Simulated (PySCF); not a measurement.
# [La(PH3)2]3+: forces at shaken geometries

How stiff is [La(PH3)2]3+? Its atoms are displaced at random by several amounts. The species was built from a template and needn't be a known compound.

Method: B3LYP, La lcecp-1-SVP with ECP46, P def2-SVP, H def2-SVP; scalar-relativistic core potentials, no spin–orbit coupling; program: PySCF 2.14.0.

4 further runs of the same task are left out: 2 for a known fault of the program, 2 that didn't finish.

## (1) Where the work starts

9 atoms, charge 3, spin multiplicity 1.

Bond lengths: La1–P2 3.111 Å, La1–P6 3.111 Å, P2–H3 1.421 Å, P2–H4 1.422 Å, P2–H5 1.422 Å, P6–H7 1.421 Å, P6–H8 1.422 Å, P6–H9 1.422 Å. Angles: P2–La1–P6 115.7°, La1–P2–H3 115.1°, La1–P2–H4 113.1°, La1–P2–H5 113.4°, H3–P2–H4 104.8°, H3–P2–H5 104.8°, H4–P2–H5 104.7°, La1–P6–H7 115.1°, La1–P6–H8 113.4°, La1–P6–H9 113.1°, H7–P6–H8 104.8°, H7–P6–H9 104.8°, H8–P6–H9 104.7°.

As a file:

```xyz
9

La   -1.4354    0.2828    0.0000
P     0.1897   -0.0314    2.6346
H     1.6014   -0.0353    2.4741
H    -0.0651    1.0050    3.5741
H    -0.0983   -1.2337    3.3367
P     0.1897   -0.0314   -2.6346
H     1.6014   -0.0353   -2.4741
H    -0.0983   -1.2337   -3.3367
H    -0.0651    1.0050   -3.5741
```

Formal oxidation states: La +3. The 4f shell is empty and lies in the core potential. An earlier session relaxed this geometry at B3LYP, La lcecp-1-SVP with ECP46, P def2-SVP, H def2-SVP (singlet, point group Cs).

Its energy there is -716.555819 Eh.

## (2) Atoms moved at random, σ = 0.03 Å

run.py (the lines that set the calculation)

```python
mol = gto.M(atom='''
La    -1.41931     0.24713    -0.00722
P      0.17469    -0.00134     2.63423
H      1.61263     0.00708     2.44121
H     -0.07964     1.01398     3.62818
H     -0.10285    -1.25350     3.33795
P      0.18837    -0.04060    -2.65228
H      1.61838    -0.02896    -2.47279
H     -0.11452    -1.29329    -3.29974
H     -0.05774     1.04145    -3.60954''',
    basis={'La': 'lcecp-1-SVP', 'P': 'def2-SVP', 'H': 'def2-SVP'},
    ecp={'La': 'lcecp-1-SVP'},
    charge=3, spin=0)
mf = dft.RKS(mol, xc='B3LYP')
mf.grids.atom_grid = (50, 194)  # f atoms: unpruned, at least (60, 302)
mf = mf.density_fit()  # fitting sets: La AutoAux, P def2-universal-JKFIT, H def2-universal-JKFIT
mf.conv_tol = 1e-08; mf.max_cycle = 55
mf.kernel(dm0)  # dm0: the density of the relaxed state
```

Run with:

```
OMP_NUM_THREADS=2 python run.py
```

## (3) Atoms moved at random, σ = 0.06 Å

run.py (the lines that set the calculation)

```python
mol = gto.M(atom='''
La    -1.33167     0.28471    -0.02865
P      0.12397    -0.05928     2.77975
H      1.52716     0.00972     2.50520
H      0.04357     1.09162     3.57005
H     -0.06439    -1.21249     3.33804
P      0.17428    -0.01029    -2.68193
H      1.54548    -0.06630    -2.63477
H     -0.11904    -1.32836    -3.26687
H     -0.07936     0.98261    -3.58082''',
    basis={'La': 'lcecp-1-SVP', 'P': 'def2-SVP', 'H': 'def2-SVP'},
    ecp={'La': 'lcecp-1-SVP'},
    charge=3, spin=0)
mf = dft.RKS(mol, xc='B3LYP')
mf.grids.atom_grid = (50, 194)  # f atoms: unpruned, at least (60, 302)
mf = mf.density_fit()  # fitting sets: La AutoAux, P def2-universal-JKFIT, H def2-universal-JKFIT
mf.conv_tol = 1e-08; mf.max_cycle = 55
mf.kernel(dm0)  # dm0: the density of the relaxed state
```

## (4) Atoms moved at random, σ = 0.03 Å

run.py (the lines that set the calculation)

```python
mol = gto.M(atom='''
La    -1.44283     0.31323    -0.00808
P      0.19986    -0.05597     2.62242
H      1.65052    -0.03170     2.49371
H     -0.08517     0.94746     3.57386
H     -0.07810    -1.23254     3.36049
P      0.19725    -0.01839    -2.62819
H      1.56576    -0.03247    -2.48068
H     -0.10051    -1.20386    -3.34304
H     -0.08677     1.00619    -3.59049''',
    basis={'La': 'lcecp-1-SVP', 'P': 'def2-SVP', 'H': 'def2-SVP'},
    ecp={'La': 'lcecp-1-SVP'},
    charge=3, spin=0)
mf = dft.RKS(mol, xc='B3LYP')
mf.grids.atom_grid = (50, 194)  # f atoms: unpruned, at least (60, 302)
mf = mf.density_fit()  # fitting sets: La AutoAux, P def2-universal-JKFIT, H def2-universal-JKFIT
mf.conv_tol = 1e-08; mf.max_cycle = 55
mf.kernel(dm0)  # dm0: the density of the relaxed state
```

What does the calculation give? Wanted: for each run, σ; energy rise; harmonic estimate −½ F·u; largest force component.

The runs gave:

| σ (Å) | energy rise (eV) | harmonic estimate −½ F·u (eV) | largest force component (eV/Å) |
| --- | --- | --- | --- |
| 0.03 | 0.072 | 0.071 | 0.73 |
| 0.06 | 0.491 | 0.504 | 3.23 |
| 0.03 | 0.050 | 0.050 | 1.13 |

Every displacement raises the energy. For a harmonic well the rise equals −½ F·u; the two differ by at most 3 % here (a move with σ = 0.06 Å), from anharmonicity, the grid and the small forces left at the relaxed point. The bases are small and lack diffuse functions. Spin–orbit coupling is left out.
